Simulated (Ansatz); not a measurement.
# BSiNH4S (SMILES S[SiH]1BN1) at B3LYP/6-31G(d) (Cartesian functions)

Aim: the vertical singlet–triplet gap of BSiNH4S at B3LYP/6-31G* (Cartesian functions), from 2 runs. 

Program for the calculation: Ansatz 0.2.0.

97 further runs of the same task are left out: 97 set aside as unsound or not needed.

### 1 Starting point

BSiNH4S: 8 atoms, total charge 0, spin state singlet. As SMILES, `S[SiH]1BN1`. The shape is that of a PBE0-D4/def2-TZVP optimisation. This is one conformer, not always the lowest.

Bond lengths: S1–Si2 2.130 Å, Si2–B3 1.919 Å, Si2–N4 1.750 Å, B3–N4 1.383 Å, S1–H5 1.344 Å, Si2–H6 1.482 Å, B3–H7 1.188 Å, N4–H8 1.010 Å. Some angles: S1–Si2–B3 124.2°, S1–Si2–N4 118.5°, B3–Si2–N4 44.0°, Si2–B3–N4 61.5°, Si2–N4–B3 74.5°, S1–Si2–H6 108.2°, B3–Si2–H6 127.6°, N4–Si2–H6 114.3°, Si2–S1–H5 95.1°, Si2–B3–H7 162.4°.

### 2 A single-point energy at B3LYP/6-31G(d) (Cartesian functions)

job.yaml

```yaml
crystal:
  periodic: [false, false, false]
  atoms:
    - {symbol: S, position_ang: [-2.198700, -0.554700, -0.360400]}
    - {symbol: Si, position_ang: [-0.326600, -0.039100, 0.515400]}
    - {symbol: B, position_ang: [1.350500, -0.825500, 0.014200]}
    - {symbol: N, position_ang: [0.999600, 0.392100, -0.541100]}
    - {symbol: H, position_ang: [-2.816800, 0.582000, 0.001900]}
    - {symbol: H, position_ang: [-0.578800, 0.932200, 1.605800]}
    - {symbol: H, position_ang: [2.264800, -1.577600, -0.080200]}
    - {symbol: H, position_ang: [1.398200, 1.033600, -1.211500]}
basis:
  gaussian: {orbitals: "6-31G*"}
hamiltonian: {xc: {name: B3LYP}}
accuracy: high
output: {orbitals: {seedname: orbitals}}
```

On the command line:

```sh
$ ansatz run job.yaml --threads 1 --pin off --max-ram 2610MiB --events-out events.jsonl --progress --plain --runs-dir runs
```

The log of the run:

```text
Warning: RAYON_NUM_THREADS=1 ignored (pool sized by the plan → 1); use --threads N
Functional definition: B3LYP
  name "B3LYP"
  parameter a0 = 0.2
  parameter ax = 0.72
  parameter ac = 0.81
  exchange = (1 - a0 - ax)*slater_x + ax*b88_x + a0*exact_x
  correlation = (1 - ac)*vwn_rpa_c + ac*lyp_c
1653 factors; integrals over basis functions are off by at most 3.9e-9 eV
mean field evaluation 1: about -20938.7390 eV, gradient 5.4e1 eV
mean field evaluation 2: about -20924.1988 eV, gradient 9.2e1 eV
mean field evaluation 4: about -20944.8972 eV, gradient 4.3e0 eV
mean field evaluation 8: about -20945.1042 eV, gradient 2.7e-1 eV
mean field evaluation 16: about -20945.1044 eV, gradient 5.5e-5 eV
mean field -20945.10444035 eV, -769.7183910813 hartree, gradient 6.1e-8 eV, S^2 0.000000; 0 other end points of the search recorded, 0 dependent functions left out
reference -20945.10447946 eV, -769.7183925185 hartree; 23, 23 occupied and 53, 53 virtual orbitals, 1653 factors
Total energy: -20945.10447946 eV, -769.7183925185 hartree
```

It took 7.5 s on 1 thread of Arm Neoverse V1, shared host; peak memory 0.23 GiB.

### 3 The triplet at the same level

in.yaml

```yaml
crystal:
  periodic: [false, false, false]
  atoms:
    - symbol: S
      position_ang: [-2.198700, -0.554700, -0.360400]
    - symbol: Si
      position_ang: [-0.326600, -0.039100, 0.515400]
    - symbol: B
      position_ang: [1.350500, -0.825500, 0.014200]
    - symbol: N
      position_ang: [0.999600, 0.392100, -0.541100]
    - symbol: H
      position_ang: [-2.816800, 0.582000, 0.001900]
    - symbol: H
      position_ang: [-0.578800, 0.932200, 1.605800]
    - symbol: H
      position_ang: [2.264800, -1.577600, -0.080200]
    - symbol: H
      position_ang: [1.398200, 1.033600, -1.211500]
basis:
  gaussian:
    orbitals: "6-31G*"
magnetization:
  spin_polarized: true
  initial_magnetization: 2
hamiltonian:
  xc: {name: B3LYP}
accuracy: high
output:
  orbitals: {seedname: orbitals}
```

On the command line:

```sh
$ ansatz run in.yaml --threads 1 --pin off --max-ram 2610MiB --events-out events.jsonl --progress --plain --runs-dir runs
```

The log of the run:

```text
Warning: RAYON_NUM_THREADS=1 ignored (pool sized by the plan → 1); use --threads N
Functional definition: B3LYP
  name "B3LYP"
  parameter a0 = 0.2
  parameter ax = 0.72
  parameter ac = 0.81
  exchange = (1 - a0 - ax)*slater_x + ax*b88_x + a0*exact_x
  correlation = (1 - ac)*vwn_rpa_c + ac*lyp_c
1653 factors; integrals over basis functions are off by at most 3.9e-9 eV
mean field evaluation 1: about -20928.2536 eV, gradient 4.7e1 eV
mean field evaluation 2: about -20804.7751 eV, gradient 1.2e2 eV
mean field evaluation 4: about -20935.4889 eV, gradient 2.3e1 eV
mean field evaluation 8: about -20940.2954 eV, gradient 6.3e-1 eV
mean field evaluation 16: about -20940.4702 eV, gradient 3.2e-2 eV
mean field evaluation 32: about -20940.4705 eV, gradient 3.7e-5 eV
mean field evaluation 64: about -20940.4359 eV, gradient 9.0e-1 eV
mean field -20940.47046776 eV, -769.5480957295 hartree, gradient 7.7e-8 eV, S^2 2.004623; 5 other end points of the search recorded, 0 dependent functions left out
reference -20940.47050693 eV, -769.5480971691 hartree; 24, 22 occupied and 52, 54 virtual orbitals, 1653 factors
Total energy: -20940.47050693 eV, -769.5480971691 hartree
```

Wall time 29 s (1 thread of Arm Neoverse V1, shared host); peak memory 0.35 GiB.

### 4 Results

At B3LYP/6-31G* (Cartesian functions):

| quantity | value |
| --- | --- |
| singlet: total energy | -769.71839 Eh |
| singlet: HOMO energy | -6.72 eV |
| singlet: LUMO energy | -0.34 eV |
| singlet: HOMO–LUMO gap | 6.37 eV |
| triplet: total energy | -769.54810 Eh |
| triplet: HOMO energy (highest over α and β) | -2.28 eV |
| triplet: ⟨S²⟩ | 2.005 |
| vertical energy of the triplet above the singlet | 4.634 eV |

At this shape the triplet lies 4.63 eV (107 kcal/mol) above the singlet.
